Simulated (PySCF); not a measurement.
# C5H9GeNO: the cost of one run

Computed with PySCF 2.14.0 and routines of our own; the level stands in each step. Atoms count from 0.

### 1 The system as given

17 atoms, charge 0, multiplicity 1; geometry from: GFN2-xTB.

### 2 Excited states: TDA CAM-B3LYP/def2-SVP

What the job is given:

```
{"job": {"kind": "states", "xc": "CAM-B3LYP", "basis": "def2-SVP", "tda": true, "soc": true, "nstates": 6, "ntriplets": 5, "nquad": 4}, "charge": 0, "multiplicity": 1}
C     -1.006646    -2.395262    -0.004126
Ge    -0.580826    -0.556860     0.560969
C     -1.788244     0.801124    -0.312914
N     -1.320439     2.061416    -0.321480
O     -2.860157     0.489446    -0.779308
C      1.239039    -0.055082     0.161138
C      2.432903    -0.281621    -0.315470
C      2.217447     1.109038     0.168638
H     -0.778637    -2.522276    -1.059515
H     -2.067388    -2.584580     0.138257
H     -0.438976    -3.127030     0.564847
H     -0.694233    -0.407244     2.069336
H     -0.412904     2.275262     0.055979
H     -1.867198     2.800822    -0.738986
H      3.148986    -0.936342    -0.747828
H      2.662439     1.428598     1.105218
H      2.107835     1.912622    -0.554665
```

Level: TDA CAM-B3LYP/def2-SVP excited states, vertical, gas phase, spin-orbit mean-field couplings.

On the command line:

```console
$ OMP_NUM_THREADS=1 python excited_run.py task.json out
```

This one command runs all jobs of the session in turn.

**Question.** How long does this first job take on 1 thread of Arm Neoverse V1, shared host, and how much memory does it need?

About 48 s, with a peak of 0.87 GiB.
